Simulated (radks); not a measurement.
# Kr in [Kr]: an all-electron calculation

The task here is to estimate one member of a computed series from the others.

Method: scalar-relativistic Kohn-Sham, exchange-only PBE, spin-polarised, spherical densities, finite nucleus. Code: radks (a radial shooting solver on a logarithmic mesh, Libxc functionals) version 1.

**The system**

| Item | Value |
| --- | --- |
| element | krypton (Z = 36) |
| charge | 0 |
| electrons | 36 |
| configuration | [Kr] |
| nuclear rms radius | 4.1884 fm |

Outer shells as boxes (Hund's rule):

Kr
```
[Ar] core
3d [↑↓][↑↓][↑↓][↑↓][↑↓]
4s [↑↓]
4p [↑↓][↑↓][↑↓]
```

The first run:

The run's settings:

```text
Z 36
configuration [Kr] 5s0 4d0 5p0 4f0
relativity scalar-relativistic
functional pbe,
spin polarised
nucleus finite rms 4.1884 fm
c 137.035999084
```

One table of the session follows, with a row left open; its other results are not shown here.

It belongs to the step «Orbitals and density». Radial moments (bohr):

```
level      <r>  outermost maximum (interpolated)  90 % within  nodes
   1s  0.04149                            0.0271       0.0742      0
   2s   0.1835                             0.154        0.284      1
   2p   0.1601                             0.123        0.261      0
   3s   0.5305                             0.467        0.789      2
   3p   0.5408                             0.463        0.824      1
   3d        ?                                 ?            ?      ?
   4s    1.572                              1.34         2.34      3
   4p    1.968                              1.55         3.06      2
```

Q: Estimate the row for 3d from the others.

As computed: <r>: 0.5562; outermost maximum (interpolated): 0.411; 90 % within: 0.911; nodes: 0. In the column «<r>» it lies between 3p (0.5408) and 4s (1.572).
